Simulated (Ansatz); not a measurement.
# GeHBr3: up Jacob's ladder to CCSD(T)

The task here is to estimate one member of a computed series from the others.

The runs use Ansatz 0.2.0, Gaussian basis; functionals in def2-TZVPP, the program's frozen cores in correlated methods.

The runs, in order: LDA (SPW92), PBE-D4, revPBE-D4, BLYP-D4, r2SCAN-D4, B97M-V, PBE0-D4, B3LYP-D4, r2SCANh-D4, r2SCAN0-D4, HSE06-D4, BHLYP-D4, CAM-B3LYP-D4, LC-ωPBE, ωB97X-V, ωB97M-V, B2PLYP, PBE-QIDH; CCSD(T)/def2-SVP; CCSD(T)/def2-TZVPP; MP2/def2-QZVPP; extrapolation to the limit; RPA on PBE.

### The geometry

The geometry comes from an earlier relaxation with PBE0-D4 in a triple-zeta def2 set; it is a stationary point.

SMILES `[Br][GeH]([Br])[Br]`, 5 atoms, charge 0, spin multiplicity 1.

Atoms are counted from 1 here; the program's logs count them from 0.

Bond lengths: Br1–Ge2 2.285 Å, Ge2–Br3 2.285 Å, Ge2–Br4 2.285 Å, Ge2–H5 1.528 Å. Angles: Br1–Ge2–Br3 109.1°, Br1–Ge2–Br4 109.1°, Br1–Ge2–H5 109.9°, Br3–Ge2–Br4 109.1°, Br3–Ge2–H5 109.9°, Br4–Ge2–H5 109.9°.

As a file:

| atom | x (Å) | y (Å) | z (Å) |
| --- | --- | --- | --- |
| Br1 | -0.8922 | 0.3043 | 2.0122 |
| Ge2 | -0.0460 | 0.1037 | -0.1009 |
| Br3 | 2.2348 | 0.2045 | -0.0044 |
| Br4 | -0.6679 | -1.9181 | -0.9652 |
| H5 | -0.5789 | 1.2319 | -0.9832 |

Set-up of the first run:

in.yaml reads:

```yaml
crystal:
  periodic: [false, false, false]
  atoms:
    - {symbol: Br, position_ang: [-0.892157, 0.304336, 2.012206]}
    - {symbol: Ge, position_ang: [-0.045982, 0.103717, -0.100894]}
    - {symbol: Br, position_ang: [2.234825, 0.204452, -0.004352]}
    - {symbol: Br, position_ang: [-0.667890, -1.918101, -0.965206]}
    - {symbol: H, position_ang: [-0.578895, 1.231895, -0.983154]}
basis:
  gaussian: {orbitals: def2-TZVPP}
hamiltonian: {xc: lda}
output: {orbitals: {seedname: orbitals}}
```

Run with:

```bash
> ansatz run in.yaml --threads 4 --pin off --events-out ev --progress --plain --max-ram 10444MiB
```

Steps of the session up to this table: LDA; PBE-D4 (GGA); revPBE-D4 (GGA); BLYP-D4 (GGA); r2SCAN-D4 (meta-GGA); B97M-V (meta-GGA); PBE0-D4 (hybrid); B3LYP-D4 (hybrid); r2SCANh-D4 (hybrid); r2SCAN0-D4 (hybrid); HSE06-D4 (hybrid); BHLYP-D4 (hybrid); CAM-B3LYP-D4 (range-separated); LC-ωPBE (range-separated); ωB97X-V (range-separated); ωB97M-V (range-separated); B2PLYP (double hybrid); PBE-QIDH (double hybrid).

One of the session's tables, all rows but one given; the rest of the session is left out.

It belongs to the step «Frontier levels by functional». 

| functional | HOMO (eV) | LUMO (eV) | gap (eV) |
| --- | --- | --- | --- |
| LDA (SPW92) | -7.48 | -3.22 | 4.26 |
| PBE-D4 | -7.32 | -2.94 | 4.38 |
| revPBE-D4 | -7.27 | -2.84 | 4.43 |
| BLYP-D4 | -7.13 | -2.89 | 4.25 |
| r2SCAN-D4 | -7.68 | -2.75 | 4.92 |
| B97M-V | -7.75 | -2.64 | 5.11 |
| PBE0-D4 | -8.61 | -2.06 | 6.56 |
| B3LYP-D4 | -8.33 | -2.36 | 5.97 |
| r2SCANh-D4 | -8.14 | -2.44 | 5.71 |
| r2SCAN0-D4 | -8.85 | -1.96 | 6.89 |
| HSE06-D4 | ? | ? | ? |
| BHLYP-D4 | -9.73 | -1.12 | 8.61 |
| CAM-B3LYP-D4 | -9.91 | -1.09 | 8.83 |
| LC-ωPBE | -11.34 | 0.12 | 11.46 |
| ωB97X-V | -10.96 | 0.03 | 10.99 |
| ωB97M-V | -10.81 | -0.12 | 10.69 |

**Question.** Estimate the row for HSE06-D4.

As computed: HOMO (eV): -8.22; LUMO (eV): -2.43; gap (eV): 5.79. In the column «HOMO (eV)» it lies between B3LYP-D4 (-8.33) and r2SCANh-D4 (-8.14).
